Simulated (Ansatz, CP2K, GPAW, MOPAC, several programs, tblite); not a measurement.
BeGeSb₂ (ordering on zincblende) from semi-empirical methods to plane-wave DFT

An ordered 4-atom cell of BeGeSb₂ on the zincblende lattice (P-4m2), relaxed with r2SCAN in Ansatz, was computed with several methods. The symmetry is P-4m2 (No. 115, tetragonal); conventional cell a = 4.175 Å, c = 5.835 Å, 25.42 Å³ an atom. Be has 4 Sb at 2.45 Å; Sb has 2 Be at 2.45 Å and 2 Ge at 2.65 Å; Ge has 4 Sb at 2.65 Å. Simulation only: spin-unpolarised, and no claim that this is the phase found in nature.

```
CELL_PARAMETERS angstrom
4.17452 0.00000 0.00000
0.00000 4.17452 0.00000
0.00000 0.00000 5.83469
ATOMIC_POSITIONS crystal
Be 0.00000 0.00000 0.00000
Sb 0.00000 0.50000 0.21944
Ge 0.50000 0.50000 0.50000
Sb 0.50000 0.00000 0.78056
```

Gaps and times are for a single point on this cell; volume and bulk modulus come from each method's own relaxation or energy curve at fixed shape, which is too stiff where a cell has free coordinates or axes. Times are rough, from shared hosts (Arm Neoverse V1), and each method has its own mesh and cell size. A double dagger marks a value from a curve with shape and coordinates held. PM7 (MOPAC): levels, charges or heat of formation failed a check of plausibility, so no values are given. PM6 (MOPAC), PM7 (MOPAC), GFN1-xTB (tblite), GFN2-xTB (tblite) treat a cluster of cells at its zone centre, which samples few k points: where these miss a band edge, the gap comes out too large for that reason alone. Gaps from k meshes are read at a limited set of points (mesh, symmetry points, PBE's band edges), so each method's own least gap may be somewhat smaller. xTB and the PM methods were fitted mostly to molecules, and can miss a solid's gap by electronvolts. Minimal bases can be far off for gaps. d marks a direct gap, i an indirect one (no mark: not told apart), a dash a value that wasn't computed or didn't pass its checks.

```tsv
method	kind	gap (eV)	own volume (Å³/atom)	bulk modulus (GPa)	atoms computed	processor time
light PBE (260 eV and a coarse mesh)	light plane-wave	overlap 0.44	–	–	4	1.8 s
GFN1-xTB (tblite)	tight binding	0.07	25.26‡	61‡	32	2.3 s
PM7 (MOPAC)	semi-empirical	–	–	–	32	2.5 s
PM6 (MOPAC)	semi-empirical	6.28	–	–	32	3.2 s
GFN2-xTB (tblite)	tight binding	0.57	–	–	32	3.7 s
PBE/SZV (CP2K)	small basis	0.43 d	–	–	4	5.5 s
PBE/single zeta (GPAW)	small basis	overlap 0.62	–	–	4	6.3 s
PBE/DZVP (CP2K)	small basis	overlap 0.54	–	–	4	11 s
PBE	semilocal	overlap 0.53	25.96	53‡	4	12 s
r2SCAN	semilocal	overlap 0.39	25.42	59‡	4	25 s
```

Volumes against r2SCAN's: PBE +2.1 %.

With PBE and r2SCAN the bands overlap or touch, or nearly. Semilocal functionals can close a real gap, so this doesn't show a metal; small gaps of other methods may in turn close between the points read or with spin-orbit coupling, and the solid may be a semimetal.

No spin-orbit coupling is included; it can move band edges with weight on the heavy atoms by tenths of an eV.
